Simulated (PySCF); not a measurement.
# C3H13BN2Si2: geometry, NMR shifts and electronic excitations

Aim: predict the NMR shifts and electronic excitations of C3H13BN2Si2 (`CCC#[N+][BH2-]N([SiH3])[SiH3]`).

The runs use PySCF 2.14.0, with density-fitted response routines of our own; the level of theory stands in each step. All values are computed, except where a source is named. Atoms count from 0, in the outputs and in this text.

## Step 1: The starting structure

21 atoms, charge 0, multiplicity 1; geometry from: GFN2-xTB.

Bonds of the start (Å): C0–C1 1.53, C1–C2 1.43, C2–N3 1.15, N3–B4 1.51, B4–N5 1.53, N5–Si6 1.73, N5–Si7 1.72, C0–H8 1.09, C0–H9 1.09, C0–H10 1.09, C1–H11 1.09, C1–H12 1.09, B4–H13 1.19, B4–H14 1.19, Si6–H15 1.48, Si6–H16 1.47, Si6–H17 1.47, Si7–H18 1.47, Si7–H19 1.48, Si7–H20 1.46.

## Step 2: Optimising the geometry at PBE0-D3(BJ)/def2-SVP

Job settings and geometry (Å):

```
{"job": {"xc": "PBE0", "basis": "def2-SVP", "d3": "d3bj", "grid": 1, "kind": "geom"}, "charge": 0, "multiplicity": 1}
C      2.599890     0.701910    -0.665808
C      2.535895    -0.778698    -0.272259
C      1.316699    -1.036305     0.438216
N      0.311697    -1.169409     0.980459
B     -1.146416    -1.022120     1.342675
N     -1.624433     0.012602     0.319226
Si    -1.544608     1.672613     0.783458
Si    -2.143020    -0.582663    -1.214443
H      1.730030     0.973738    -1.258710
H      2.618794     1.330629     0.220584
H      3.499348     0.888027    -1.247622
H      3.388170    -1.046448     0.359145
H      2.556429    -1.410846    -1.165248
H     -1.161388    -0.633295     2.466560
H     -1.623708    -2.102261     1.198042
H     -0.190365     1.988037     1.280039
H     -2.522809     1.978922     1.832920
H     -1.794193     2.495326    -0.403189
H     -3.288325    -1.486213    -1.072847
H     -1.034999    -1.318500    -1.863641
H     -2.491606     0.561895    -2.058026
```

**Question.** This job is followed by: GIAO PBE0/pcSseg-1 NMR shielding, non-relativistic, gas phase; TDDFT wB97X-D/def2-SVPD, vertical, gas phase, core orbitals frozen in the response; GIAO CAM-B3LYP/pcSseg-1 NMR shielding, non-relativistic, gas phase. Predict these results of the whole session: point group; rotational constants (main isotopes); 13C shifts against TMS (PBE0/pcSseg-1); 1H shifts against TMS (PBE0/pcSseg-1, means over atoms taken as alike); 15N shifts against NH3 (PBE0/pcSseg-1); 11B shifts against BF3·OEt2 (PBE0/pcSseg-1); 29Si shifts against TMS (PBE0/pcSseg-1, means over atoms taken as alike); lowest singlet (wB97X-D/def2-SVPD); brightest single state of those computed; lowest triplet; vertical ionisation energy (ΔSCF); range of the shift of N3.

As calculated:

```
                                                                quantity                        value
                                                             point group                           C1
                                    rotational constants (main isotopes)         1.85, 0.67, 0.62 GHz
                                  13C shifts against TMS (PBE0/pcSseg-1)        121.8, 12.5, 11.4 ppm
  1H shifts against TMS (PBE0/pcSseg-1, means over atoms taken as alike)   4.70, 3.13, 2.45, 1.45 ppm
                                  15N shifts against NH3 (PBE0/pcSseg-1)               237.7, 0.7 ppm
                             11B shifts against BF3·OEt2 (PBE0/pcSseg-1)                    -16.4 ppm
29Si shifts against TMS (PBE0/pcSseg-1, means over atoms taken as alike)                    -48.1 ppm
                                      lowest singlet (wB97X-D/def2-SVPD)  5.50 eV (225 nm), f = 0.022
                                brightest single state of those computed  state 5, 6.56 eV, f = 0.115
                                                          lowest triplet                      5.29 eV
                                       vertical ionisation energy (ΔSCF)                      8.35 eV
                                                range of the shift of N3           237.7 to 242.2 ppm
```

**Reading.** Relaxing lowered the energy by 0.257 eV in 15 steps; the close pair that moved most is N3–B4, from 1.510 to 1.595 Å. At PBE0/pcSseg-1: The widest tensor belongs to N3: span 444 ppm, with a paramagnetic part of -309 ppm. The lowest singlet, at 5.50 eV, is HOMO→LUMO 0.83 and is weak; of the 10 states computed, the strongest absorption comes from state 5 at 6.56 eV. The lowest triplet lies 0.21 eV below the lowest singlet (triplets in Tamm-Dancoff, singlets in full TDDFT). The orbital energy would give 8.42 eV for ionisation, ΔSCF gives 8.35 eV. Across the 2 runs the shift of N3 moves most, between 237.7 (PBE0/pcSseg-1) and 242.2 ppm (CAM-B3LYP/pcSseg-1). Part of that comes from the computed reference.
